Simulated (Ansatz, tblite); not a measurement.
# Cu(PH3)(NH2) (CuH5NP): a ladder of methods and basis sets, part 2 of 2

Aim: run the singlet of Cu(PH3)(NH2) (CuH5NP) at one geometry on many levels, and compare frontier levels, spin and run time.

Ansatz 0.2.0, Gaussian basis; as each input shows. The steps go on from the part before.

### Step 17. PBE-D4/def2-SVP

The input, in.yaml:

```yaml
crystal:
  periodic: [false, false, false]
  atoms:
    - {symbol: Cu, position_ang: [0.006921, 0.096748, -0.537763]}
    - {symbol: P, position_ang: [0.001095, 0.020777, 1.600321]}
    - {symbol: H, position_ang: [-1.119633, -0.564529, 2.252903]}
    - {symbol: H, position_ang: [0.094939, 1.179042, 2.428720]}
    - {symbol: H, position_ang: [1.006174, -0.740623, 2.259726]}
    - {symbol: N, position_ang: [0.009020, 0.267909, -2.355388]}
    - {symbol: H, position_ang: [0.817739, -0.146350, -2.824545]}
    - {symbol: H, position_ang: [-0.816265, -0.112983, -2.823974]}
basis:
  gaussian: {orbitals: def2-SVP, initial_orbitals: start.molden}
hamiltonian: {xc: pbe, dispersion: d4}
scf: {omitted_lower_state_checks: [starts]}
output: {orbitals: {seedname: orbitals}}
```

Launch:

```bash
ansatz run in.yaml --threads 4 --pin off --events-out ev --progress --plain --max-ram 3916MiB
```

Output:

```text
Functional definition: PBE
  name "PBE"
  cite "Perdew, Burke & Ernzerhof, Phys. Rev. Lett. 77, 3865 (1996) doi:10.1103/PhysRevLett.77.3865"
  parent pbe
  parameter kappa = 0.804
  parameter beta = 0.06672455060314922
  exchange = pbe_x(kappa = kappa, mu = beta*pi^2/3)
  correlation = pbe_c(beta = beta)
these checks for a lower state are left out or cut short: starts
1053 factors; their error is unknown
mean field evaluation 1: about -55477.2080 eV, gradient 1.2e1 eV
mean field evaluation 2: about -55477.5915 eV, gradient 6.1e-1 eV
mean field evaluation 4: about -55477.5537 eV, gradient 1.9e-1 eV
mean field -55477.55374134 eV, -2038.7624959578 hartree, gradient 7.8e-5 eV, S^2 0.000000; 0 other end points of the search recorded, 0 dependent functions left out
reference -55477.55379446 eV, -2038.7624979099 hartree; 28, 28 occupied and 60, 60 virtual orbitals, 1053 factors
Total energy: -55477.69214651 eV, -2038.7675822537 hartree
Checks for a lower state left out: starts
```

Wall time 1.1 s (4 threads of Arm Neoverse N1, shared host).

HOMO -3.59 eV, LUMO -0.87 eV.

### Step 18. PBE0-D4/def2-SVP

in.yaml, as its differences from that of step 17:

```diff
@@ -13,3 +13,3 @@
   gaussian: {orbitals: def2-SVP, initial_orbitals: start.molden}
-hamiltonian: {xc: pbe, dispersion: d4}
+hamiltonian: {xc: pbe0, dispersion: d4}
 scf: {omitted_lower_state_checks: [starts]}
```

Same command.

Output:

```text
Functional definition: PBE0
  name "PBE0"
  cite "Adamo & Barone, J. Chem. Phys. 110, 6158 (1999) doi:10.1063/1.478522"
  cite "Perdew, Burke & Ernzerhof, Phys. Rev. Lett. 77, 3865 (1996) doi:10.1103/PhysRevLett.77.3865"
  parent pbe
  parameter a = 0.25
  parameter kappa = 0.804
  parameter beta = 0.06672455060314922
  exchange = (1 - a)*pbe_x(kappa = kappa, mu = beta*pi^2/3) + a*exact_x
  correlation = pbe_c(beta = beta)
these checks for a lower state are left out or cut short: starts
911 factors; integrals over basis functions are off by at most 8.1e-4 eV
mean field evaluation 1: about -55477.9940 eV, gradient 1.3e1 eV
mean field evaluation 2: about -55478.3084 eV, gradient 4.6e-1 eV
mean field evaluation 4: about -55478.4852 eV, gradient 2.8e-3 eV
mean field -55478.48524924 eV, -2038.7967282416 hartree, gradient 3.7e-5 eV, S^2 0.000000; 0 other end points of the search recorded, 0 dependent functions left out
reference -55478.48528796 eV, -2038.7967296646 hartree; 28, 28 occupied and 60, 60 virtual orbitals, 911 factors
Total energy: -55478.60226972 eV, -2038.8010286651 hartree
Checks for a lower state left out: starts
```

Wall time 1.5 s (4 threads of Arm Neoverse N1, shared host).

From the report: HOMO -4.72 eV, LUMO -0.04 eV.

### Step 19. HF/STO-3G

in.yaml, as its differences from that of step 18:

```diff
@@ -12,4 +12,4 @@
 basis:
-  gaussian: {orbitals: def2-SVP, initial_orbitals: start.molden}
-hamiltonian: {xc: pbe0, dispersion: d4}
+  gaussian: {orbitals: STO-3G}
+hamiltonian: {xc: hf}
 scf: {omitted_lower_state_checks: [starts]}
```

The command is unchanged.

Output, shortened:

```text
Functional definition: HF
  name "HF"
  cite "Fock, Z. Phys. 61, 126 (1930) doi:10.1007/BF01340294"
  parent pbe
[...]
385 factors; integrals over basis functions are off by at most 1.0e-3 eV
[...]
a density is far from that of the atoms, so the factors are made again for it
409 factors; integrals over basis functions are off by at most 4.0e-5 eV
[...]
mean field -54794.63469949 eV, -2013.6656840688 hartree, gradient 8.9e-6 eV, S^2 0.000000; 0 other end points of the search recorded, 0 dependent functions left out
reference -54794.63469949 eV, -2013.6656840688 hartree; 28, 28 occupied and 9, 9 virtual orbitals, 409 factors
Total energy: -54794.63469949 eV, -2013.6656840688 hartree
Checks for a lower state left out: starts
```

Wall time 0.75 s (4 threads of Arm Neoverse N1, shared host).

From the report: HOMO -2.41 eV, LUMO 4.65 eV.

### Step 20. CCSD(T)/def2-TZVPP

in.yaml, as its differences from that of step 19:

```diff
@@ -12,4 +12,4 @@
 basis:
-  gaussian: {orbitals: STO-3G}
-hamiltonian: {xc: hf}
+  gaussian: {orbitals: def2-TZVPP, initial_orbitals: start.molden}
+correlation: {method: ccsd_t, frozen_orbitals: {Cu: 9, H: 0, "N": 1, P: 5}}
 scf: {omitted_lower_state_checks: [starts]}
```

Same command.

Output, shortened:

```text
Functional definition: HF
  name "HF"
  cite "Fock, Z. Phys. 61, 126 (1930) doi:10.1007/BF01340294"
  parent pbe
[...]
1270 factors; integrals over basis functions are off by at most 1.7e-3 eV
[...]
mean field -55430.78077567 eV, -2037.0436211732 hartree, gradient 5.7e-6 eV, S^2 0.000000; 0 other end points of the search recorded, 0 dependent functions left out
15 core orbitals not correlated: weight in the atoms' cores, before any rotation towards them, 1.000 or more for the frozen orbitals, at most 0.000 for the correlated occupied ones
reference -55430.78077567 eV, -2037.0436211732 hartree; 13, 13 occupied and 179, 179 virtual orbitals, 1270 factors
second order -26.02430183 eV of doubles, -0.00000000 eV of singles
cycle   1  -22.80419530 eV  change     3.2e0 eV  update   2.6e-1
[...]
cycle  14  -24.52041759 eV  change   -2.3e-5 eV  update   1.3e-5
perturbative correction -1.16893111 eV, -0.0429574261 hartree
Total energy: -55456.47012437 eV, -2037.9876873251 hartree
Checks for a lower state left out: starts
```

Wall time 79 s (4 threads of Arm Neoverse N1, shared host); peak memory 2.6 GiB.

From the report: Hartree-Fock HOMO -8.11 eV, LUMO 1.97 eV; T1 0.027.

### Step 21. MP2/def2-TZVP

in.yaml, as its differences from that of step 20:

```diff
@@ -12,4 +12,4 @@
 basis:
-  gaussian: {orbitals: def2-TZVPP, initial_orbitals: start.molden}
-correlation: {method: ccsd_t, frozen_orbitals: {Cu: 9, H: 0, "N": 1, P: 5}}
+  gaussian: {orbitals: def2-TZVP, initial_orbitals: start.molden}
+correlation: {method: mp2, frozen_orbitals: {Cu: 9, H: 0, "N": 1, P: 5}}
 scf: {omitted_lower_state_checks: [starts]}
```

Same command.

Output:

```text
Functional definition: HF
  name "HF"
  cite "Fock, Z. Phys. 61, 126 (1930) doi:10.1007/BF01340294"
  parent pbe
  exchange = exact_x
  correlation = 0
these checks for a lower state are left out or cut short: starts
1134 factors; integrals over basis functions are off by at most 1.0e-3 eV
mean field evaluation 1: about -55429.1797 eV, gradient 3.1e1 eV
mean field evaluation 2: about -55430.2615 eV, gradient 2.0e0 eV
mean field evaluation 4: about -55430.6406 eV, gradient 1.7e0 eV
mean field evaluation 8: about -55430.6482 eV, gradient 3.6e-4 eV
mean field -55430.64817041 eV, -2037.0387480199 hartree, gradient 6.4e-6 eV, S^2 0.000000; 0 other end points of the search recorded, 0 dependent functions left out
15 core orbitals not correlated: weight in the atoms' cores, before any rotation towards them, 1.000 or more for the frozen orbitals, at most 0.000 for the correlated occupied ones
reference -55430.64817041 eV, -2037.0387480199 hartree; 13, 13 occupied and 115, 115 virtual orbitals, 1134 factors
second order -23.36041835 eV of doubles, -0.00000000 eV of singles
Total energy: -55454.00858877 eV, -2037.8972275602 hartree
Checks for a lower state left out: starts
```

Run time: 1.8 s. Hardware: 4 threads of Arm Neoverse N1, shared host.

From the report: Hartree-Fock HOMO -8.06 eV, LUMO 2.02 eV.

### Step 22. RPA/def2-TZVP

in.yaml, as its differences from that of step 21:

```diff
@@ -13,4 +13,4 @@
   gaussian: {orbitals: def2-TZVP, initial_orbitals: start.molden}
-correlation: {method: mp2, frozen_orbitals: {Cu: 9, H: 0, "N": 1, P: 5}}
+hamiltonian: {xc: pbe}
+correlation: {method: rpa, frozen_orbitals: {Cu: 9, H: 0, "N": 1, P: 5}}
 scf: {omitted_lower_state_checks: [starts]}
-output: {orbitals: {seedname: orbitals}}
```

The command is unchanged.

Output, shortened:

```text
Functional definition: PBE
  name "PBE"
  cite "Perdew, Burke & Ernzerhof, Phys. Rev. Lett. 77, 3865 (1996) doi:10.1103/PhysRevLett.77.3865"
  parent pbe
[...]
1134 factors; integrals over basis functions are off by at most 1.0e-3 eV
[...]
mean field -55489.85140965 eV, -2039.2144269325 hartree, gradient 8.7e-6 eV, S^2 0.000000; 0 other end points of the search recorded, 0 dependent functions left out
15 core orbitals not correlated: weight in the atoms' cores, before any rotation towards them, 1.000 or more for the frozen orbitals, at most 0.000 for the correlated occupied ones
reference -55428.52173901 eV, -2036.9606031072 hartree; 13, 13 occupied and 115, 115 virtual orbitals, 1134 factors
Total energy: -55461.88028447 eV, -2038.1865070417 hartree
Checks for a lower state left out: starts
```

Wall time 3.4 s (4 threads of Arm Neoverse N1, shared host).

### Step 23. Comparison

```csv
level,functions,HOMO (eV),LUMO (eV),gap (eV),time
HF/STO-3G,37,-2.41,4.65,7.06,0.75 s
LDA/def2-TZVP,143,-4.36,-1.53,2.83,0.95 s
PBE-D4/def2-SVP,88,-3.59,-0.87,2.73,1.1 s
PBE-D4/def2-TZVP,143,-4.18,-1.38,2.80,1.6 s
revPBE-D4/def2-TZVP,143,-4.11,-1.31,2.80,1.6 s
r2SCAN-D4/def2-TZVP,143,-4.34,-1.16,3.17,3.7 s
B3LYP-D4/def2-TZVP,143,-5.07,-0.77,4.30,2.4 s
PBE0-D4/def2-SVP,88,-4.72,-0.04,4.68,1.5 s
PBE0-D4/def2-TZVP,143,-5.26,-0.54,4.71,2.5 s
r2SCAN0-D4/def2-TZVP,143,-5.40,-0.41,4.99,5.5 s
HSE06-D4/def2-TZVP,143,-4.85,-0.92,3.94,2.5 s
LC-ωPBE/def2-TZVP,143,-7.98,1.68,9.66,2.3 s
ωB97X-V/def2-TZVP,143,-7.60,1.55,9.15,8 s
LC-ωPBE(0.10)/def2-TZVP,143,-5.64,0.00,5.64,2.7 s
LC-ωPBE(0.15)/def2-TZVP,143,-6.22,0.52,6.74,2.3 s
LC-ωPBE(0.20)/def2-TZVP,143,-6.70,0.92,7.62,2.1 s
LC-ωPBE(0.30)/def2-TZVP,143,-7.46,1.42,8.88,2.3 s
```

The pieces so far (eV):

```csv
basis,HF,MP2 correlation,CCSD correlation,(T),total
def2-TZVPP,-55430.7808,-26.0243,-24.5204,-1.1689,-55456.4701
def2-TZVP,-55430.6482,-23.3604,,,-55454.0086 (MP2)
```

### Step 24. Binding energy

Free atoms were run apart at each level; binding is atoms less cluster, divided by the number of atoms, without zero-point or spin-orbit terms.

Differences are taken before rounding.

```csv
method,binding an atom (eV),from CCSD(T)/def2-TZVPP (eV),time
HF/def2-TZVP,1.714,-1.002,
HF/def2-TZVPP,1.731,-0.986,
LDA/def2-TZVP,3.269,+0.553,0.95 s
PBE-D4/def2-SVP,2.875,+0.158,1.1 s
PBE-D4/def2-TZVP,2.863,+0.147,1.6 s
revPBE-D4/def2-TZVP,2.789,+0.073,1.6 s
r2SCAN-D4/def2-TZVP,2.821,+0.104,3.7 s
B3LYP-D4/def2-TZVP,2.813,+0.096,2.4 s
PBE0-D4/def2-SVP,2.755,+0.039,1.5 s
PBE0-D4/def2-TZVP,2.760,+0.043,2.5 s
r2SCAN0-D4/def2-TZVP,2.728,+0.011,5.5 s
HSE06-D4/def2-TZVP,2.761,+0.044,2.5 s
LC-ωPBE/def2-TZVP,2.771,+0.055,2.3 s
ωB97X-V/def2-TZVP,2.832,+0.115,8 s
MP2/def2-TZVP,2.668,-0.049,1.8 s
CCSD/def2-TZVPP,2.649,-0.067,
CCSD(T)/def2-TZVPP,2.717,0,79 s
```

Among the levels timed on like hardware and quicker than the yardstick, those that no quicker one beats, quickest first: LDA/def2-TZVP (0.95 s, +0.553 eV); PBE-D4/def2-SVP (1.1 s, +0.158 eV); PBE0-D4/def2-SVP (1.5 s, +0.039 eV); r2SCAN0-D4/def2-TZVP (5.5 s, +0.011 eV).

### Step 25. What came out

The summary covers parts 1 to 2.

```
                                                 quantity                                   value
gap in def2-TZVP, named functionals, smallest and largest  2.80 eV (revPBE-D4), 9.66 eV (LC-ωPBE)
                                  gap over the ω (1/bohr)          5.64 eV at 0.1, 9.66 eV at 0.4
                   correlation energy, CCSD(T)/def2-TZVPP                               -25.69 eV
                        correlation energy, MP2/def2-TZVP                               -23.36 eV
                      binding an atom, CCSD(T)/def2-TZVPP                                2.717 eV
          PBE0 total energy, smallest basis above largest          11.94 eV (def2-SVP, def2-TZVP)
```

In words: Over the named functionals in def2-TZVP the gap runs from 2.80 eV (revPBE-D4) to 9.66 eV (LC-ωPBE); exact exchange widens it. Raising the ω (1/bohr) from 0.1 to 0.4 moves the HOMO by -2.34 eV and the LUMO by +1.67 eV. The functionals in def2-TZVP miss CCSD(T)/def2-TZVPP by +0.011 (r2SCAN0-D4) to +0.553 eV (LDA) an atom. The reference is CCSD(T) in one finite basis, so it carries an error of its own, often a tenth of an eV or more, and near misses can't be ranked.

For cost: r2SCAN0-D4/def2-TZVP gets within 0.011 eV in 5.5 s, where CCSD(T)/def2-TZVPP took 79 s; the quickest level in the cost chart, LDA/def2-TZVP, takes 0.95 s and misses by 0.553 eV. The slowest run with a step of its own, CCSD(T)/def2-TZVPP, took 79 s; the quickest functional in def2-TZVP took 0.95 s (shared host).
